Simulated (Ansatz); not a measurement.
# Alloy of CdS and ZnS (14 of 32 Cd sites exchanged), 64 atoms

Aim: relax the alloy cell and compare the gap by PBEsol, PBE, r²SCAN, HSE06 and HSE06 with spin–orbit coupling.

Method: density functional theory in Ansatz 0.2.0, PAW datasets, plane waves.

### Step 1. The system as built

64 atoms (14 Zn, 18 Cd, 32 S); a = 11.246 Å, b = 11.246 Å, c = 11.246 Å, α = 90.00°, β = 90.00°, γ = 90.00°. All atoms were shaken off their sites by about 0.02 Å along each axis.

Steps to follow: (2) PBEsol cell relaxation at the single k point (¼, ¼, ¼), on 1 × NVIDIA GB300 Max-Q with 8 threads of Arm Neoverse-V2; (3) PBE single point at the Γ point alone, on 1 × NVIDIA GB300 Max-Q with 8 threads of Arm Neoverse-V2; (4) r²SCAN single point at the Γ point alone, on 1 × NVIDIA GB300 Max-Q with 8 threads of Arm Neoverse-V2; (5) HSE06 single point at the Γ point alone, on 1 × NVIDIA GB300 Max-Q with 8 threads of Arm Neoverse-V2; (6) HSE06 with spin–orbit coupling single point at the Γ point alone, on 1 × NVIDIA GB300 Max-Q with 8 threads of Arm Neoverse-V2.

### Step 2. PBEsol relaxation of the cell and the positions

Input file in.yaml:

```yaml
crystal:
  lattice:
    - [11.246312, 0.000000, 0.000000]
    - [0.000000, 11.246312, 0.000000]
    - [0.000000, 0.000000, 11.246312]
  atoms:
    - { symbol: Zn, position: [0.998078, 0.999116, 0.000307] }
    - { symbol: Zn, position: [0.997930, 0.999045, 0.498040] }
    - { symbol: Zn, position: [0.253334, 0.748211, 0.502352] }
    - { symbol: Zn, position: [0.750983, 0.250654, 0.001928] }
    - { symbol: Zn, position: [0.744942, 0.251478, 0.502455] }
    - { symbol: Zn, position: [0.747256, 0.751644, 0.497041] }
    - { symbol: Zn, position: [0.252208, 0.997816, 0.747593] }
    - { symbol: Zn, position: [0.746725, 0.001921, 0.255015] }
    - { symbol: Zn, position: [0.752267, 0.495395, 0.750347] }
    - { symbol: Zn, position: [0.998523, 0.252000, 0.250751] }
    - { symbol: Zn, position: [0.996977, 0.750735, 0.251051] }
    - { symbol: Zn, position: [0.000190, 0.749338, 0.749068] }
    - { symbol: Zn, position: [0.500065, 0.253905, 0.249102] }
    - { symbol: Zn, position: [0.498428, 0.752292, 0.251482] }
    - { symbol: Cd, position: [0.998580, 0.499398, 0.001729] }
    - { symbol: Cd, position: [0.000055, 0.496986, 0.498082] }
    - { symbol: Cd, position: [0.500654, 0.001136, 0.000368] }
    - { symbol: Cd, position: [0.498834, 0.998780, 0.501062] }
    - { symbol: Cd, position: [0.497033, 0.499997, 0.996704] }
    - { symbol: Cd, position: [0.502039, 0.499551, 0.499537] }
    - { symbol: Cd, position: [0.251818, 0.251965, 0.000141] }
    - { symbol: Cd, position: [0.250963, 0.252349, 0.500864] }
    - { symbol: Cd, position: [0.245523, 0.750318, 0.999630] }
    - { symbol: Cd, position: [0.751049, 0.751368, 0.999409] }
    - { symbol: Cd, position: [0.250823, 0.999186, 0.247219] }
    - { symbol: Cd, position: [0.250247, 0.499024, 0.252395] }
    - { symbol: Cd, position: [0.249202, 0.501034, 0.750500] }
    - { symbol: Cd, position: [0.747539, 0.996852, 0.747514] }
    - { symbol: Cd, position: [0.748206, 0.499701, 0.248085] }
    - { symbol: Cd, position: [0.998935, 0.251561, 0.751813] }
    - { symbol: Cd, position: [0.496983, 0.246709, 0.753160] }
    - { symbol: Cd, position: [0.501110, 0.750552, 0.751296] }
    - { symbol: S, position: [0.124209, 0.129622, 0.124626] }
    - { symbol: S, position: [0.124784, 0.125112, 0.624537] }
    - { symbol: S, position: [0.124619, 0.624391, 0.126151] }
    - { symbol: S, position: [0.121521, 0.624586, 0.625230] }
    - { symbol: S, position: [0.624496, 0.124769, 0.128025] }
    - { symbol: S, position: [0.621343, 0.123402, 0.624121] }
    - { symbol: S, position: [0.621837, 0.623217, 0.125723] }
    - { symbol: S, position: [0.623366, 0.624262, 0.625788] }
    - { symbol: S, position: [0.372030, 0.376767, 0.127548] }
    - { symbol: S, position: [0.374544, 0.376734, 0.625909] }
    - { symbol: S, position: [0.375734, 0.877067, 0.122861] }
    - { symbol: S, position: [0.375985, 0.873061, 0.624800] }
    - { symbol: S, position: [0.874006, 0.373013, 0.123276] }
    - { symbol: S, position: [0.874414, 0.372858, 0.624740] }
    - { symbol: S, position: [0.877103, 0.876241, 0.125798] }
    - { symbol: S, position: [0.877036, 0.873019, 0.621098] }
    - { symbol: S, position: [0.373092, 0.123723, 0.374480] }
    - { symbol: S, position: [0.375517, 0.120578, 0.871242] }
    - { symbol: S, position: [0.372892, 0.625539, 0.372801] }
    - { symbol: S, position: [0.373905, 0.626044, 0.874904] }
    - { symbol: S, position: [0.873034, 0.122553, 0.375824] }
    - { symbol: S, position: [0.876811, 0.123681, 0.873163] }
    - { symbol: S, position: [0.873783, 0.623961, 0.372578] }
    - { symbol: S, position: [0.875249, 0.625846, 0.874426] }
    - { symbol: S, position: [0.125929, 0.376679, 0.376057] }
    - { symbol: S, position: [0.127589, 0.374536, 0.874327] }
    - { symbol: S, position: [0.124602, 0.872962, 0.375831] }
    - { symbol: S, position: [0.124723, 0.877142, 0.875859] }
    - { symbol: S, position: [0.625469, 0.374087, 0.373815] }
    - { symbol: S, position: [0.623935, 0.377426, 0.873326] }
    - { symbol: S, position: [0.624803, 0.876825, 0.373205] }
    - { symbol: S, position: [0.625271, 0.874032, 0.874387] }
  symmetry: { detect: false }
kpoints:
  mp_grid: { grid: [1, 1, 1], shift: [0.25, 0.25, 0.25] }
hamiltonian:
  xc: pbesol
scf:
  occupations: { method: fermi_dirac, width: 0.01 }
relax:
  f_tol: 0.03
  max_steps: 80
  escape_saddle: false
  adjacent_minimum: "off"
  cell: { fix: [shape] }
output:
  forces: true
  eigenvalues: true
  populations: true
```

Started as:

```bash
$ ansatz run in.yaml --threads 8 --pin off --max-ram 118750MiB --runs-dir r --events-out ev --progress --plain --backend cuda --devices 0,
```

After this run come: PBE single point; Single point with r²SCAN; HSE06 on the same atoms; HSE06 with spin–orbit coupling single point.

**Question.** What will these runs give? Wanted: for each run, top filled to lowest empty.

The runs gave:

```
                         level           time   k points  top filled to lowest empty (eV)
            PBEsol, relaxation    8.3 s (GPU)  (¼, ¼, ¼)                             2.32
                           PBE    3.4 s (GPU)          Γ                             1.47
                        r²SCAN    5.6 s (GPU)          Γ                             1.95
                         HSE06     33 s (GPU)          Γ                             2.59
HSE06 with spin–orbit coupling  5.5 min (GPU)          Γ                             2.57
```

| quantity | value |
| --- | --- |
| relaxation | 5 recorded steps, 3.69 eV gained |
| largest shift | 0.24 Å (S62) |
| relaxed cell | a = 11.232 Å, b = 11.232 Å, c = 11.232 Å, α = 90.00°, β = 90.00°, γ = 90.00° |
| mean bonds | Cd–S 2.508, S–Zn 2.341 Å |

Relaxation gains 3.69 eV, with shifts up to 0.24 Å (S62), while the volume changes by -0.4 %. The mean lengths of the listed bonds run from S–Zn 2.34 Å to Cd–S 2.51 Å. At the same k points, PBE gives a spacing 1.12 eV smaller and r²SCAN gives a spacing 0.64 eV smaller than the 2.59 eV of HSE06. Rows on different k points differ by sampling as well as by level. Spin–orbit coupling changes the HSE06 spacing by -0.02 eV. The price of HSE06 is about 9.8 times the time of PBE here. With one k point the spacing samples only the states that fold onto it, so it can exceed the gap over the zone.
